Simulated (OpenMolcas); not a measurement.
# Ce³⁺ among point charges: CASSCF levels and susceptibility

Aim: the splitting of the states of Ce³⁺ in the field of 8 point charges, its lowest levels with spin-orbit coupling and its magnetic susceptibility.

Method: state-averaged CASSCF, spin-orbit coupling by RASSI with atomic mean-field integrals. Code: OpenMolcas 26.06.

## (1) The atom as given

* Species: Ce³⁺ (cerium, Z = 58, 55 electrons)
* Basis: ANO-RCC-VTZP [8s7p5d3f2g1h], 104 functions
* Scalar Hamiltonian: DKH2, point nucleus
* Inactive shells: 1s 2s 2p 3s 3p 3d 4s 4p 4d 5s 5p
* Active space: 1 electron in 7 orbitals (4f)
* Some configurations of this space: 4f
* Orbitals: optimised for the highest spin of each parity, averaged over all roots

Outer shells as boxes (Hund's rule):

4f
```
4f [↑ ][  ][  ][  ][  ][  ][  ]
```

The ion sits among 8 point charges of -1 e arranged as a square antiprism (D4d), 3.1 Å from the ion, with a polar angle of 56.2° against the regular 57.3°.

The work runs as a chain of OpenMolcas steps in one folder; each step below is one input file. Labels, J, g values, rates, χT and fits are worked out afterwards by a script from the matrices that RASSI stores.

## (2) Basis and integrals

Input file a.inp:

```
&GATEWAY
Coord
1

Ce 0.0 0.0 0.0
Basis=ANO-RCC-VTZP
Group=NoSym
NoMove
AngMom=0.0 0.0 0.0
AMFI
XField
8 Angstrom 0
2.378682 0.985282 1.726584 -1.000000
-0.985282 2.378682 1.726584 -1.000000
-2.378682 -0.985282 1.726584 -1.000000
0.985282 -2.378682 1.726584 -1.000000
2.378682 -0.985282 -1.726584 -1.000000
0.985282 2.378682 -1.726584 -1.000000
-2.378682 0.985282 -1.726584 -1.000000
-0.985282 -2.378682 -1.726584 -1.000000
&SEWARD
```

The run is started by

```console
$ OMP_NUM_THREADS=1 MOLCAS_MEM=2252 MOLCAS_PROJECT=a pymolcas a.inp > a.log
```

## (3) CASSCF: doublets, 7 roots

Input file a.inp:

```
&RASSCF
FileOrb=start.orb
Symmetry=1
Spin=2
nActEl=1 0 0
Inactive=27
Ras2=7
CIRoot=7 7 1
SDav=7
CIMx=300
Iter=120 100
PrWF=0.3
OrbListing=Nothing
MaxOrb=0
>>> COPY $Project.JobIph JOB001
```

start.orb holds the contracted functions of the basis, ordered by shell, or the orbitals of the step before.

## (4) RASSI: spin-orbit coupling between the states

Input file a.inp:

```
&RASSI
NrOfJobIphs=1 7
1 2 3 4 5 6 7
IphNames
JOB001
EJob
SpinOrbit
DIPRint=1.0
SOCoupling=1000.0
Subsets=2
Property=9
'ANGMOM' 1 'ANGMOM' 2 'ANGMOM' 3 'MLTPL  1' 1 'MLTPL  1' 2 'MLTPL  1' 3
'AMFI' 1 'AMFI' 2 'AMFI' 3
SOProperty=3
'ANGMOM' 1 'ANGMOM' 2 'ANGMOM' 3
```

Q: Predict the outcome of this session. Wanted: spin-free ground state; first state of the same spin within the active space; lowest level; next level.

**Answer**, as computed:

| quantity | value |
| --- | --- |
| method | CASSCF |
| spin-free ground state | doublet, 1-fold in its orbital part |
| first state of the same spin within the active space | doublet at 52.7 cm⁻¹ |
| lowest level | 2-fold, g = 0.88, 2.56, 2.56 |
| next level | 124.1 cm⁻¹ |
| χT at 300 K | 0.81 cm³ K/mol |
| effective moment at 300 K | 2.54 μB |

**Reading.** The spin-free ground state (doublet) comes to 100 % from free-ion F terms and keeps the highest spin of the shell. Point charges carry no covalency, so the field is a model and not that of real ligands.
